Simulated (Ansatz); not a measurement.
This script makes a comparison of norm-conserving and PAW potentials of Na, space group I4/mmm with the Ansatz DFT code, driven from Python.

The script, `na_nc_paw.py`:
```python
# -*- coding: utf-8 -*-
import ansatz
import numpy as np


def count_gap(report):
    # lowest empty less highest filled band, counting bands; zero where they overlap
    return max(report.get("gap_by_band_count_ev") or 0.0, 0.0)

lattice = ansatz.Lattice.of(
    (-1.888291, 1.888291, 2.637277),
    (1.888291, -1.888291, 2.637277),
    (1.888291, 1.888291, -2.637277),
)
sites = [
    ("Na", (0.0, 0.0, 0.0)),
]
cell = ansatz.Crystal(lattice=lattice)
for symbol, position in sites:
    cell = cell.atom(symbol, position)

job = (
    cell.calculation()
    .kpoints(spacing=0.24)
    .functional("lda")
    .scf(tolerance=1e-09)
    .occupations("fermi_dirac", width=100 * ansatz.meV)
    .stress()
    .forces()
    .band_table()
)
variants = {
    "PAW": job.pseudopotentials("paw"),
    "norm-conserving": job.pseudopotentials("nc"),
}
rows = []
for label, variant in variants.items():
    data = variant.run(threads=1, backend="cpu").report
    levels = np.array(data["eigenvalues_ev"][0]) - data["fermi_energy_ev"]
    print(label, "levels at the first k-point near E_F:", np.round(levels[np.abs(levels) < 5], 3))
    rows.append((label, data["n_electrons"], np.trace(data["stress_gpa"]) / 3, count_gap(data)))
print("     treatment  electrons in bands           P GPa  gap by band count eV")
for row in rows:
    print(f"{str(row[0]):>14s}  {row[1]:18.1f}  {row[2]:14.3f}  {row[3]:20.3f}")
```

How well do the two treatments of the cores agree on the pressure?

PAW gives -0.860 GPa and norm-conserving -0.858 GPa, 0.002 GPa apart. They took 1.3 and 4.1 s of processor time.

What the script printed:

`python na_nc_paw.py` gives:
```text
DeckWarning: basis.ecutwfc = 420 eV, auto-derived from the records' recommended cutoffs: set by Na (normal level)
DeckWarning: output.stress: scf.convergence.dr2_threshold = 1e-9 eV is looser than the 1e-10 eV advised for a printed stress (1e-10 eV for each atom of the cell: 1). What an SCF threshold leaves in a stress goes as its square root, and in the free energy as the threshold itself, and one threshold admits the most on a small cell: of the crystals measured, under no hybrid functional and no lock of the moments, on runs that ended without the residual-converged pass, on stresses that held no [...]
PAW levels at the first k-point near E_F: [-3.198]
DeckWarning: basis.ecutwfc = 1197.300995 eV, auto-derived from the records' recommended cutoffs: set by Na (normal level)
norm-conserving levels at the first k-point near E_F: [-3.198]
     treatment  electrons in bands           P GPa  gap by band count eV
           PAW                 9.0          -0.860                 0.000
norm-conserving                 9.0          -0.858                 0.000
```
(Warnings from the package without file and line, shortened.)

Reading the output:
- For a metal this k-point mesh is coarse: on a finer one energies can move by several to tens of meV an atom and pressures by half a GPa or more, differences at one mesh by less.
- A gap by band count of zero or less means overlapping bands, a metal, and at an odd count of electrons it is no gap at all.
- This isn't the structure that Na takes at ambient conditions.
- Levels are Kohn-Sham eigenvalues on this mesh.
- Stress is positive in compression.
- It ran for 5.9 s on 1 thread of Arm Neoverse V2 (shared host), peak memory 0.47 GiB.
